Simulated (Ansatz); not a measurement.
# Mo5Si2: the cost of one run

Computed with Ansatz 0.2.0, Gaussian basis. Level: UKS PBE0-D4/def2-SVP.

The runs, in order: a search for the lowest solution at PBE0-D4/def2-SVP; a single point at PBE0-D4/def2-TZVPD.

6 further runs of the same task are left out: 5 that didn't finish, 1 set aside as unsound or not needed. Runs told in other sessions of the task aren't counted.

## (1) The structure

The doublet was relaxed beforehand with PBE-D4/def2-SVPD. At that level it is the lowest of the isomers that a small search found.

7 atoms, charge -1, spin multiplicity 2.

Atoms are counted from 1 here; the program's logs count them from 0.

Bond lengths: Mo1–Mo2 2.561 Å, Mo1–Mo4 2.422 Å, Mo1–Mo5 2.832 Å, Mo1–Si7 2.473 Å, Mo2–Si6 2.505 Å, Mo3–Si6 2.723 Å, Mo3–Si7 2.433 Å, Mo4–Si6 2.534 Å, Mo5–Si6 2.517 Å. Angles: Mo2–Mo1–Mo4 85.2°, Mo2–Mo1–Mo5 53.8°, Mo2–Mo1–Si7 102.0°, Mo4–Mo1–Mo5 49.7°, Mo4–Mo1–Si7 121.9°, Mo5–Mo1–Si7 151.6°, Mo1–Mo2–Si6 92.0°, Si6–Mo3–Si7 155.8°, Mo1–Mo4–Si6 94.6°, Mo1–Mo5–Si6 85.6°, Mo2–Si6–Mo3 54.7°, Mo2–Si6–Mo4 84.0°, Mo2–Si6–Mo5 58.4°, Mo3–Si6–Mo4 66.4°, Mo3–Si6–Mo5 89.2°, Mo4–Si6–Mo5 52.6°, Mo1–Si7–Mo3 55.7°.

Coordinates:

```csv
atom,x (Å),y (Å),z (Å)
Mo1,1.3663,-0.1760,0.4408
Mo2,-0.1192,1.5844,-0.6781
Mo3,-0.7022,0.3209,1.2911
Mo4,-0.1207,-1.7871,-0.5878
Mo5,0.3285,-0.2897,-2.1917
Si6,-1.9320,-0.0910,-1.1036
Si7,1.1793,0.4385,2.8293
```

Mo takes a core potential in the def2 sets. No spin-orbit coupling is included. The ion is computed in the gas phase, without counter-ions or solvent.

Bonds by kind at the end (by distance):

```csv
bond,count,shortest (Å),longest (Å)
Mo–Si,6,2.433,2.723
Mo–Mo,3,2.422,2.832
```

## (2) Searching for the lowest solution, PBE0-D4/def2-SVP

start.molden holds the orbitals of an earlier run on this state, given as this run's starting guess.

in.yaml

```yaml
crystal:
  periodic: [false, false, false]
  atoms:
    - {symbol: Mo, position_ang: [1.366296, -0.176047, 0.440805]}
    - {symbol: Mo, position_ang: [-0.119174, 1.584421, -0.678144]}
    - {symbol: Mo, position_ang: [-0.702242, 0.320918, 1.291053]}
    - {symbol: Mo, position_ang: [-0.120652, -1.787060, -0.587793]}
    - {symbol: Mo, position_ang: [0.328486, -0.289662, -2.191656]}
    - {symbol: Si, position_ang: [-1.931974, -0.091025, -1.103555]}
    - {symbol: Si, position_ang: [1.179259, 0.438455, 2.829281]}
basis:
  gaussian: {orbitals: def2-SVP, initial_orbitals: start.molden}
total_charge: -1
magnetization: {spin_polarized: true, initial_magnetization: 1}
hamiltonian: {xc: pbe0, dispersion: d4}
output: {orbitals: {seedname: orbitals}}
```

The run is started by

```
ansatz run in.yaml --threads 4 --pin off --events-out ev --progress --plain --max-ram 4787MiB
```

**Question.** How long does this run take on 4 threads of Arm Neoverse V2, shared host, and how much memory does it need?

About 90 s, with a peak of 1.2 GiB.
